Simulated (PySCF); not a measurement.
# A diatomic session: CsS

The task here is to estimate one member of a computed series from the others.

Method: Cs def2-SVPD with ECP46, S def2-SVPD, scalar-relativistic core potentials; program: PySCF 2.14.0.

Set-up of the first run:

Settings of the job:

```
atoms                         : Cs, S
charge                        : 0
basis                         : Cs def2-SVPD with ECP46, S def2-SVPD
Hamiltonian                   : scalar-relativistic core potentials
basis functions               : 54
electrons treated             : 25
masses in u                   : 132.9054, 31.9721
levels                        : PBE0, PBE, r²SCAN, TPSS, r²SCANh, LDA, HF, MP2, SCS-MP2, CCSD, CCSD(T)
grid                          : 80 radial by 434 angular points
occupations                   : held fixed by the projection of orbital angular momentum
dissociation limit            : Cs + S, each in its ground configuration
starting distance in angstrom : 3.190
values of 2S to try           : 1, 3
```

Run with:

```sh
> OMP_NUM_THREADS=1 python dia.py task.json out
```

Among the steps run: Input; PBE0 along the bond; Excited determinants; PBE (GGA); r²SCAN (meta-GGA); TPSS; r²SCANh (hybrid meta-GGA); LDA; UHF (mean field); Correlated methods on the Hartree–Fock reference.

One of the session's tables, all rows but one given; the rest of the session is left out.

Energy (eV) from each level's lowest point:

```
R (Å)    UHF  UHF-MP2  UHF-SCS-MP2  UHF-CCSD  UHF-CCSD(T)
2.713  0.781    0.707        0.725       n/a          n/a
2.840  0.386    0.337        0.350     0.346        0.348
2.966  0.155    0.125        0.133     0.130        0.132
3.060      ?        ?            ?         ?            ?
3.155  0.011    0.003        0.005     0.004        0.005
3.250  0.000    0.000        0.000     0.000        0.000
3.376  0.026    0.036        0.033     0.034        0.033
3.534  0.101    0.122        0.116     0.119        0.117
3.723  0.229    0.261        0.251     0.256        0.252
3.975  0.429    0.471        0.458       n/a          n/a
```

Estimate the missing values for R (Å) = 3.060.

Worked estimate for «UHF». A straight line through the neighbours (2.966, 0.155) and (3.155, 0.011) gives 0.155 + (0.011 − 0.155) × (3.060 − 2.966) / (3.155 − 2.966) = 0.083; a parabola fitted to 4 rows on both sides gives 0.056.

The run gave: UHF: 0.059; UHF-MP2: 0.040; UHF-SCS-MP2: 0.046; UHF-CCSD: 0.044; UHF-CCSD(T): 0.045. In «UHF» the line misses by +0.024 and the parabola by -0.003.

Limits of these values: At some levels the lowest empty orbital lies below the highest filled one (the two can be of opposite spin).
